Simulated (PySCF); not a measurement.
# F2GeH4P2 (GeH3PHPF2): the cost of one run

Computed with PySCF 2.14.0 and routines of our own; the level stands in each step. Atoms count from 0.

## Step 1: The system as given

9 atoms, charge 0, multiplicity 1; geometry from: GFN2-xTB.

## Step 2: Relaxing the molecule at PBE0-D3(BJ)/def2-SVP

The job: settings as JSON, then the geometry in Å.

```
{"job": {"xc": "PBE0", "basis": "def2-SVP", "d3": "d3bj", "grid": 1, "maxiter": 30, "shake": 0.01, "kind": "geom"}, "charge": 0, "multiplicity": 1}
F      2.902270     0.424650     1.327760
P      1.397690    -0.215360     1.262190
F      1.863580    -1.505800     0.409810
P      0.654160     0.948450    -0.420850
Ge    -1.380320    -0.206990    -0.257320
H      0.194990     1.946560     0.466610
H     -2.406280     0.474480    -1.088410
H     -1.236090    -1.594460    -0.762310
H     -1.932180    -0.288690     1.164980
```

Started as:

```
OMP_NUM_THREADS=1 python heavy_run.py task.json out
```

One launch serves the whole session: the jobs run in the order shown.

**Question.** How long does this first job take on 1 thread of Intel Xeon Platinum 8375C at 2.90GHz, shared host, and how much memory does it need?

About 79 s, with a peak of 0.5 GiB.
